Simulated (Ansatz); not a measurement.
Working through a ladder of methods at one geometry of CH₆BClSi₂, SMILES ClB[SiH]1C[SiH2]1

With Ansatz 0.2.0 through its Python package.

Run as a notebook:

In [1]:
```python
from pathlib import Path

import ansatz
from ase import Atoms
import numpy as np
```

In [2]:
```python
params = {
    "basis": "def2-SVP",
}

atoms = Atoms(["Cl", "B", "Si", "C", "Si", "H", "H", "H", "H", "H", "H"], positions=[
    (-2.9366, 0.3436, 1.2199),
    (-1.8515, 0.8684, -0.1594),
    (0.0348, 0.9024, 0.1297),
    (0.9647, -0.3967, -0.8722),
    (0.9657, -1.0796, 0.8339),
    (-2.2807, 1.1386, -1.2294),
    (0.8812, 2.1434, 0.0829),
    (1.9186, -0.0917, -1.2782),
    (0.2084, -0.9509, -1.4942),
    (2.2457, -0.8792, 1.5731),
    (-0.085, -2.0552, 1.2146),
])
molecule = ansatz.Crystal.molecule_from_ase(atoms)
```

In [3]:
```python
base = molecule.calculation().basis(gaussian=params["basis"])
```

In [4]:
```python
print("functional    E (Ha)        dipole (D)   HOMO (eV)  LUMO (eV)")
for name in ["r2scan", "lda", "hse06", "lc_wpbe", "r2scan0"]:
    data = base.functional(name).forces().orbitals().run(threads=1, backend="cpu", runs_dir="runs").report
    lines = Path(data["orbitals_path"]).read_text().splitlines()
    field_of = lambda key: [line.split("=")[1].strip() for line in lines if line.startswith(key)]
    orbitals = [(27.211386 * float(e), s, float(n)) for e, s, n in zip(field_of("Ene="), field_of("Spin="), field_of("Occup="))]
    homo = max(e for e, _, n in orbitals if n > 0.5)
    lumo = min(e for e, _, n in orbitals if n < 0.5)
    dipole = 4.803205 * np.linalg.norm(data["charge_distribution"]["dipole_moment_e_ang"])
    print(f"{name:10s} {data['free_energy_ev'] / 27.211386246:14.6f} {dipole:9.3f} {homo:11.3f} {lumo:10.3f}")
```
```text
functional    E (Ha)        dipole (D)   HOMO (eV)  LUMO (eV)
r2scan       -1105.207490     1.123      -5.281     -3.320
lda          -1100.835885     0.925      -5.136     -3.699
hse06        -1104.825639     1.087      -5.636     -3.019
lc_wpbe      -1104.965141     1.152      -8.450     -0.380
r2scan0      -1105.192651     1.171      -6.163     -2.528
```

Caveats:
- Total energies depend on the basis set; only differences at equal settings carry meaning.
- The geometry is a force-field or estimated start, not a minimum of this method, and the basis set is short of its limit. A lower total doesn't mark the better method: functionals have no common bound, and MP2 and coupled cluster aren't variational.
- Levels such as HOMO and LUMO are orbital energies: with these approximate functionals they aren't the ionisation energy and electron affinity, and their gap isn't the fundamental gap.
- hse06 follows the composition of plane-wave codes, whose totals differ by tens of mHa, up to about 0.1 Ha, from the form usual in Gaussian-basis programs (wpbeh).
- Timing: 36 s on 1 thread of AMD EPYC 7R43 64-Core Processor (Zen 3), on a shared host, peak memory 0.35 GiB.

(Lines on the test bed's own set-up are left out of the output.)
